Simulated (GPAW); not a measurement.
Ga3Se:

```
CELL_PARAMETERS angstrom
4.43246 0.00000 0.00000
0.00000 4.43246 0.00000
0.00000 0.00000 4.43246
ATOMIC_POSITIONS crystal
Se 0.00000 0.00000 0.00000
Ga 0.50000 0.50000 0.00000
Ga 0.50000 0.00000 0.50000
Ga 0.00000 0.50000 0.50000
```

The cell comes from a database or a generator and needn't be the stable form of this composition.

| Item | Value |
| --- | --- |
| Program | GPAW 26.7.0 |
| Task | relaxation of cell and atoms |
| Functional | PBEsol |
| Potentials or basis | PAW data sets generated in the run's folder for this functional |
| Cutoff | 600 eV |
| Basis | pw |
| k mesh | 6 × 6 × 6 |
| Occupations | fermi-dirac, width 0.05 eV |
| Spin | no spin polarisation |

At the start: pressure -3.9 GPa; volume 21.77 Å³/atom.

Question: How do energy, volume and symmetry change on relaxing?

Answer: Over 4 steps the energy falls by 25.1 meV/atom and the volume is 19.91 Å³/atom (-8.6 %); space group Pm-3m (No. 221, to 0.05 Å).

Step by step:
| step | energy change (eV) | largest force (eV/Å) | pressure (GPa) | volume (Å³) |
| --- | --- | --- | --- | --- |
| 1 | 0.0000 | 0.0000 | -3.87 | 87.08 |
| 2 | -0.0116 | 0.0000 | -3.68 | 86.59 |
| 3 | -0.0973 | 0.0000 | 0.78 | 78.35 |
| 4 | -0.1004 | 0.0000 | -0.10 | 79.62 |

Final structure:
```yaml
crystal:
  lattice:
    - [4.30204, 0.00000, 0.00000]
    - [0.00000, 4.30204, 0.00000]
    - [0.00000, 0.00000, 4.30204]
  atoms:
    - { symbol: Se, position: [0.00000, 0.00000, 0.00000] }
    - { symbol: Ga, position: [0.50000, 0.50000, 0.00000] }
    - { symbol: Ga, position: [0.50000, 0.00000, 0.50000] }
    - { symbol: Ga, position: [0.00000, 0.50000, 0.50000] }
```

Caveat: later steps reuse the first step's grids.
